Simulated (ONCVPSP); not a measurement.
# Pseudopotential generation for fluorine: ONCV, PBE

Aim: build the potential from the settings below, then test how well it stands in for the atom: other configurations, scattering, ghost states and the plane-wave cutoff that it needs.

Method: ONCVPSP 4.0.1.1 (patched build), PBE, scalar-relativistic.

### Step 1. Starting point

The settings as typed:

```json
{
  "element": "fluorine (F, Z = 9)",
  "type": "optimised norm-conserving Vanderbilt (ONCV)",
  "frozen core": "[He]",
  "valence charge": "7",
  "reference configuration": "2s2 2p5",
  "partial waves": "2s: rc 0.70 bohr, ncon 3, nbas 6, qcut 9.1 1/bohr, 2 projectors, debl 0.9 Ha; 2p: rc 1.35 bohr, ncon 4, nbas 7, qcut 8.7 1/bohr, 2 projectors, debl 3.3 Ha; d scattering state at 0.1 Ha: rc 1.30 bohr, ncon 4, nbas 7, qcut 6.6 1/bohr, 2 projectors, debl 2.7 Ha",
  "local potential": "polynomial inside 0.60 bohr (lpopt 5, dvloc0 0 Ha)",
  "core correction": "Teter function, fcfact 4.25, rcfact 1.5"
}
```

An earlier all-electron run gives the scale for the radii.

All-electron outer shells of the reference configuration (PBE, scalar-relativistic, ld1.x):

```tsv
shell	level (eV)	outermost node (bohr)	outermost maximum (bohr)
1s	-663.37	–	0.11
2s	-29.90	0.24	0.76
2p	-11.11	–	0.71
```

### Step 2. Generation

File F.dat:

```
# ATOM AND REFERENCE CONFIGURATION
# atsym  z   nc   nv     iexc    psfile
  F 9.00    1    2        4      upf
#
#   n    l    f
    1    0    2.00
    2    0    2.00
    2    1    5.00
#
# PSEUDOPOTENTIAL AND OPTIMIZATION
# lmax
    2
#
#   l,   rc,      ep,       ncon, nbas, qcut
    0    0.70    0.00    3    6    9.10
    1    1.35    0.00    4    7    8.70
    2    1.30    0.10    4    7    6.60
#
# LOCAL POTENTIAL
# lloc, lpopt,  rc(5),   dvloc0
    4    5    0.60    0.00
#
# VANDERBILT-KLEINMAN-BYLANDER PROJECTORs
# l, nproj, debl
    0    2    0.90
    1    2    3.30
    2    2    2.70
#
# MODEL CORE CHARGE
# icmod, fcfact, rcfact
    3    4.25    1.50
#
# LOG DERIVATIVE ANALYSIS
# epsh1, epsh2, depsh
   -3.00    5.00    0.02
#
# OUTPUT GRID
# rlmax, drl
    6.00    0.01
#
# TEST CONFIGURATIONS
# ncnf
    4
# nvcnf
#   n    l    f
    2
    2    0    2.00
    2    1    4.00
#
    2
    2    0    2.00
    2    1    3.00
#
    2
    2    0    2.00
    2    1    2.00
#
    2
    2    0    2.00
    2    1    1.00
#
```

On the command line:

```console
$ oncvpsp.x < F.dat > F.out
```

Output in F.out (without the consistency checks and plot data):

```text
ONCVPSP  (Optimized Norm-Conservinng Vanderbilt PSeudopotential)
scalar-relativistic version 4.0.1.1, modified

#   n    l    f        energy (Ha)
    1    0    2.00    -2.4378532E+01
    2    0    2.00    -1.0987895E+00
    2    1    5.00    -4.0834358E-01

Reference configufation results
  iterations    20
  all-electron total energy (Ha)   -9.97443626D+01

Begin loop to  construct optimized pseudo wave functions
and semi-local pseudopoentials for all angular momenta

WARNING wellstate: negative energy specified for n= 3 l=  0
WARNING scattering state with energy  0.25000000
WARNING will be used for the first projector

   Wellstate for l =  0  n =  3
     eigenvalue =   0.2500
     asymptotic potential =   0.7500
     half-point radius =  4.6720

Calculating optimized projector #   1

 for l=   0

    Fraction of norm inside rc  0.270631
    Optimizing pswf for qcut=   9.09 a_B^-1,  ecut=  41.32 Ha
    Residual kinetic energy error=  3.29D-03 Ha

    Energy error per electron        Cutoff
         Ha          eV             Ha
         0.01000     0.27211       33.30
         0.00100     0.02721       83.42
         0.00010     0.00272      188.18

Calculating optimized projector #   2

 for l=   0

    Fraction of norm inside rc  0.029509
    Optimizing pswf for qcut=   9.09 a_B^-1,  ecut=  41.32 Ha
    Residual kinetic energy error=  4.58D-04 Ha

    Energy error per electron        Cutoff
         Ha          eV             Ha
         0.01000     0.27211       17.14
         0.00100     0.02721       35.95
         0.00010     0.00272       84.05
         0.00001     0.00027      274.35

   Wellstate for l =  1  n =  4
     eigenvalue =   2.8917
     asymptotic potential =   3.3917
     half-point radius =  2.8090

Calculating optimized projector #   1

 for l=   1

    Fraction of norm inside rc  0.726397
    Optimizing pswf for qcut=   8.70 a_B^-1,  ecut=  37.87 Ha
    Residual kinetic energy error=  1.13D-04 Ha

    Energy error per electron        Cutoff
         Ha          eV             Ha
         0.01000     0.27211       26.13
         0.00100     0.02721       32.45
         0.00010     0.00272       39.49
         0.00001     0.00027       80.80

Calculating optimized projector #   2

 for l=   1

    Fraction of norm inside rc  0.115202
    Optimizing pswf for qcut=   8.70 a_B^-1,  ecut=  37.87 Ha
    Residual kinetic energy error=  6.50D-04 Ha

    Energy error per electron        Cutoff
         Ha          eV             Ha
         0.01000     0.27211       28.57
         0.00100     0.02721       36.69
         0.00010     0.00272       79.07
         0.00001     0.00027      108.15

   Wellstate for l =  2  n =  3
     eigenvalue =   0.1000
     asymptotic potential =   0.6000
     half-point radius = 21.3684

   Wellstate for l =  2  n =  4
     eigenvalue =   2.8000
     asymptotic potential =   3.3000
     half-point radius =  2.8147

Calculating optimized projector #   1

 for l=   2

    Fraction of norm inside rc  0.000073
    Optimizing pswf for qcut=   6.61 a_B^-1,  ecut=  21.87 Ha
    Residual kinetic energy error=  1.19D-07 Ha

    Energy error per electron        Cutoff
         Ha          eV             Ha
         0.01000     0.27211        0.17
         0.00100     0.02721        0.43
         0.00010     0.00272        1.36
         0.00001     0.00027        6.09

Calculating optimized projector #   2

 for l=   2

    Fraction of norm inside rc  0.174757
    Optimizing pswf for qcut=   6.61 a_B^-1,  ecut=  21.87 Ha
    Residual kinetic energy error=  1.89D-03 Ha

    Energy error per electron        Cutoff
         Ha          eV             Ha
         0.01000     0.27211       15.82
         0.00100     0.02721       23.96
         0.00010     0.00272       44.60
         0.00001     0.00027       86.07

Construct Vanderbilt / Kleinmman-Bylander projectors

B matrix Hermiticity error, ll=   0
   1   2    5.8142E-05

  Orthonormal projector coefficients  3.3853E+01  9.1063E+00

B matrix Hermiticity error, ll=   1
   1   2   -1.6478E-04

  Orthonormal projector coefficients -3.5252E+00 -2.4885E+00

B matrix Hermiticity error, ll=   2
   1   2    1.3360E-06

  Orthonormal projector coefficients -1.4032E+01 -4.0188E+00

Model core correction analysis
  based on d2Exc/dn_idn_j

d2excae - all-electron derivatives

   -5.476619D-02   -4.676711D-02
   -4.676877D-02   -4.516663D-02

d2excps - pseudofunction derivatives with no core correction

   -5.276738D-02   -4.866809D-02
   -4.866883D-02   -4.608874D-02

rms 2nd derivative error    1.737057E-03

rmatch, rhocmatch    0.3376   15.7387

Teter function model core charge with specified parameters

d2excps - pseudofunction derivatives with core correction

   -5.168387D-02   -4.804397D-02
   -4.804467D-02   -4.571302D-02

rms 2nd derivative error    1.806759E-03

Pseudoatom total energy  -23.828386

Diagnostic tests using Vanderbilt-Kleinman-Bylander pseudopotentials
  1 or more projectors used as specified by nproj input data

   l    rcore       rmatch      e in        delta e   norm test  slope test

   0   0.7004018   0.7216675  -1.0987895   0.0000650   1.0000752   0.9993095
   0   0.7004018   0.7216675   0.2500000   0.0004742   1.0001955   1.0001955

   1   1.3524621   1.3935258  -0.4083436  -0.0000042   1.0000440   1.0000546
   1   1.3524621   1.3935258   2.8916564   0.0000500   1.0001187   1.0001187

   2   1.3047798   1.3443958   0.1000000   0.0000093   1.0000429   1.0000429
   2   1.3047798   1.3443958   2.8000000   0.0000331   1.0001508   1.0001508

 Testing for bound ghosts
   n   l    E NL Schr. Eq   E Basis Diag.   E Cutoff

   1   0       -1.098725       -0.983817    254.07

   2   1       -0.408348       -0.404276    121.39

 Testing for highly-localized positive-energy ghosts
       l    <radius>/rc     E Basis Diag.   E Cutoff

Test configuration 0

   n   l     f        eae           eps        diff
   1   0  2.0000  -24.37853201
   2   0  2.0000   -1.09878951   -1.09872453    6.50D-05
   2   1  5.0000   -0.40834358   -0.40834773   -4.15D-06

    Total energies and differences
      AE_ref= -9.97443626D+01  AE_tst= -9.97443626D+01  dif=  0.00D+00
      PS_ref= -2.38283863D+01  PS_tst= -2.38283863D+01  dif= -7.11D-14
      PSP excitation error=  7.11D-14

Test configuration 1

   n   l     f        eae           eps        diff
   1   0  2.0000  -25.14104769
   2   0  2.0000   -1.74146106   -1.74156685   -1.06D-04
   2   1  4.0000   -1.04032161   -1.03688055    3.44D-03

    Total energies and differences
      AE_ref= -9.97443626D+01  AE_tst= -9.90317940D+01  dif=  7.13D-01
      PS_ref= -2.38283863D+01  PS_tst= -2.31170221D+01  dif=  7.11D-01
      PSP excitation error=  1.20D-03

Test configuration 2

   n   l     f        eae           eps        diff
   1   0  2.0000  -26.10145694
   2   0  2.0000   -2.49865894   -2.49546564    3.19D-03
   2   1  3.0000   -1.80083139   -1.78564937    1.52D-02

    Total energies and differences
      AE_ref= -9.97443626D+01  AE_tst= -9.76211871D+01  dif=  2.12D+00
      PS_ref= -2.38283863D+01  PS_tst= -2.17147339D+01  dif=  2.11D+00
      PSP excitation error=  9.52D-03

Test configuration 3

   n   l     f        eae           eps        diff
   1   0  2.0000  -27.24451375
   2   0  2.0000   -3.35182559   -3.33821111    1.36D-02
   2   1  2.0000   -2.67390524   -2.63271660    4.12D-02

    Total energies and differences
      AE_ref= -9.97443626D+01  AE_tst= -9.53928083D+01  dif=  4.35D+00
      PS_ref= -2.38283863D+01  PS_tst= -1.95129941D+01  dif=  4.32D+00
      PSP excitation error=  3.62D-02

Test configuration 4

   n   l     f        eae           eps        diff
   1   0  2.0000  -28.56075320
   2   0  2.0000   -4.28883443   -4.25317293    3.57D-02
   2   1  1.0000   -3.64869436   -3.56030997    8.84D-02

    Total energies and differences
      AE_ref= -9.97443626D+01  AE_tst= -9.22396581D+01  dif=  7.50D+00
      PS_ref= -2.38283863D+01  PS_tst= -1.64224350D+01  dif=  7.41D+00
      PSP excitation error=  9.88D-02
```

Run time: 4.9 s. Hardware: 1 thread of AMD EPYC 7R43, shared host.

The projector energies used in the s channel were -1.099, 0.250 Ha; the program set a typed value aside.

All-electron and pseudo partial waves u(r) = r·R(r), from the program's wave files:

| r (bohr) | 2p AE | 2p PS |
| --- | --- | --- |
| 0.068 | 0.0735 | 0.0258 |
| 0.135 | 0.2193 | 0.0982 |
| 0.202 | 0.3784 | 0.2088 |
| 0.270 | 0.5260 | 0.3469 |
| 0.338 | 0.6491 | 0.4959 |
| 0.405 | 0.7443 | 0.6384 |
| 0.473 | 0.8157 | 0.7658 |
| 0.540 | 0.8634 | 0.8651 |
| 0.608 | 0.8922 | 0.9344 |
| 0.675 | 0.9047 | 0.9708 |
| 0.742 | 0.9046 | 0.9788 |
| 0.810 | 0.8944 | 0.9634 |
| 0.878 | 0.8766 | 0.9318 |
| 0.945 | 0.8536 | 0.8919 |
| 1.013 | 0.8262 | 0.8487 |
| 1.080 | 0.7967 | 0.8075 |
| 1.148 | 0.7650 | 0.7688 |
| 1.215 | 0.7328 | 0.7336 |
| 1.283 | 0.6998 | 0.6998 |
| 1.350 | 0.6674 | 0.6674 |
| 1.418 | 0.6350 | 0.6350 |
| 1.485 | 0.6037 | 0.6037 |
| 1.553 | 0.5729 | 0.5729 |
| 1.620 | 0.5435 | 0.5435 |
| 1.688 | 0.5148 | 0.5147 |
| 1.755 | 0.4876 | 0.4876 |

Densities times 4π (e/bohr³); a dash where the program caps the true core:

| r (bohr) | pseudo valence | true core | model core |
| --- | --- | --- | --- |
| 0.068 | 3.402 | – | 63.16 |
| 0.202 | 8.793 | – | 40.12 |
| 0.338 | 15.17 | 15.67 | 15.26 |
| 0.473 | 18.19 | 1.701 | 3.124 |
| 0.608 | 16.75 | 0.193 | 0.2419 |
| 0.742 | 12.51 | 0.02289 | 0.0005424 |
| 0.878 | 8.235 | 0.002698 | 0.001138 |
| 1.013 | 5.197 | 0.0003299 | 1.013e-06 |
| 1.148 | 3.304 | 4.105e-05 | 4.959e-05 |
| 1.283 | 2.146 | 5.198e-06 | 7.11e-07 |
| 1.418 | 1.408 | 6.546e-07 | 4.556e-06 |
| 1.553 | 0.9284 | 1e-07 | 0 |
| 1.688 | 0.6168 | 0 | 0 |

### Step 3. Transferability, from the output's test configurations

Excitation and ionisation energies from 2s2 2p5, with the error of the potential.

| valence configuration | charge | ΔE all-electron (eV) | error AE − PS (meV) |
| --- | --- | --- | --- |
| 2s2 2p4 | +1 | 19.390 | +33 |
| 2s2 2p3 | +2 | 57.774 | +259 |
| 2s2 2p2 | +3 | 118.413 | +985 |
| 2s2 2p1 | +4 | 204.215 | +2688 |

### Step 4. Does it scatter like the atom?

Taken from the files of the generation run. The phase is arctan(r·R′/R) of the radial function R, unwrapped, with energies in Ha. A pole is an energy at which the radial function vanishes at the test radius. The pseudo phase is shifted by a multiple of π to meet the all-electron one at the reference energy. Levels narrower than the energy grid can be missing from the poles. The last column is the largest difference on the grid between −0.5 and +0.5 Ha.

| channel | radius (bohr) | reference (Ha) | poles AE | poles PS | window around the reference with phases within 0.05 rad (Ha) | largest difference near zero (rad) |
| --- | --- | --- | --- | --- | --- | --- |
| s | 0.71 | -1.10 | none | none | the whole range | 0.000 |
| p | 1.37 | -0.41 | 0.48 | 0.48 | the whole range | 0.000 |
| d | 1.32 | 0.10 | none | none | the whole range | 0.000 |

Phases (rad) along the scan:

| E (Ha) | s AE | s PS | d AE | d PS |
| --- | --- | --- | --- | --- |
| -2.98 | -0.163 | -0.163 | 1.222 | 1.222 |
| -2.54 | -0.296 | -0.296 | 1.197 | 1.197 |
| -2.10 | -0.424 | -0.424 | 1.167 | 1.167 |
| -1.66 | -0.544 | -0.544 | 1.131 | 1.131 |
| -1.22 | -0.654 | -0.654 | 1.084 | 1.084 |
| -0.78 | -0.752 | -0.752 | 1.024 | 1.024 |
| -0.34 | -0.840 | -0.840 | 0.943 | 0.943 |
| 0.10 | -0.917 | -0.917 | 0.830 | 0.830 |
| 0.54 | -0.986 | -0.986 | 0.664 | 0.664 |
| 0.98 | -1.046 | -1.046 | 0.416 | 0.416 |
| 1.42 | -1.099 | -1.098 | 0.065 | 0.065 |
| 1.86 | -1.145 | -1.145 | -0.346 | -0.347 |
| 2.30 | -1.187 | -1.187 | -0.704 | -0.704 |
| 2.74 | -1.224 | -1.224 | -0.959 | -0.959 |
| 3.18 | -1.258 | -1.258 | -1.130 | -1.130 |
| 3.62 | -1.288 | -1.288 | -1.248 | -1.248 |
| 4.06 | -1.316 | -1.316 | -1.334 | -1.335 |
| 4.50 | -1.341 | -1.341 | -1.400 | -1.401 |
| 4.94 | -1.364 | -1.364 | -1.453 | -1.454 |

### Step 5. Convergence and ghost test

From the same output: the cutoffs (Ha) at which the residual kinetic energy of the hardest occupied pseudo-wave falls to 1 and 0.1 mHa per electron are 83 Ha and 188 Ha.

The program's own ghost test: no bound ghost flagged; no localised positive-energy state flagged.

Cutoff (Ha) at which the first wave of each channel reaches a given error (Ha per electron):

| error | s | p | d |
| --- | --- | --- | --- |
| 1.0e-02 | 33.3 | 26.1 | 0.2 |
| 3.2e-03 | 42.1 | 29.5 | 0.3 |
| 1.0e-03 | 83.4 | 32.4 | 0.4 |
| 3.2e-04 | 161.1 | 35.1 | 0.7 |
| 1.0e-04 | 188.2 | 39.5 | 1.4 |
| 3.2e-05 | 271.3 | 69.4 | 3.2 |

### Step 6. Summary of results

```
                                                quantity                   value
  cutoffs for 1 and 0.1 mHa per electron, occupied waves        83 Ha and 188 Ha
                                            bound ghosts              none found
                                          GHOST(+) flags      none at low energy
                            largest test error (AE − PS)  +2688 meV, for 2s2 2p1
largest phase difference near zero energy, channels read               0.000 rad
 rms error of d²Exc/dn², without and with the model core       1.74 and 1.81 mHa
                 projector energies reset by the program     s: -1.099, 0.250 Ha
```

**Reading.** The worst unpolarised test, 2s2 2p1, is off by 2688 meV on 204.2 eV; by total energies transferability rates as poor. That test lies far up in energy; among those under 40 eV, nearer to bonding, the largest error is 33 meV. By its cutoff, 83 Ha for the looser tolerance, it is very hard. At the looser tolerance the 2s wave is the slowest; 2p needs 32 Ha. The program's ghost test flags no bound state. Near zero energy the phases of the channels with partial waves agree within 0.001 rad. These are tests on the free atom; a crystal test is still owed.
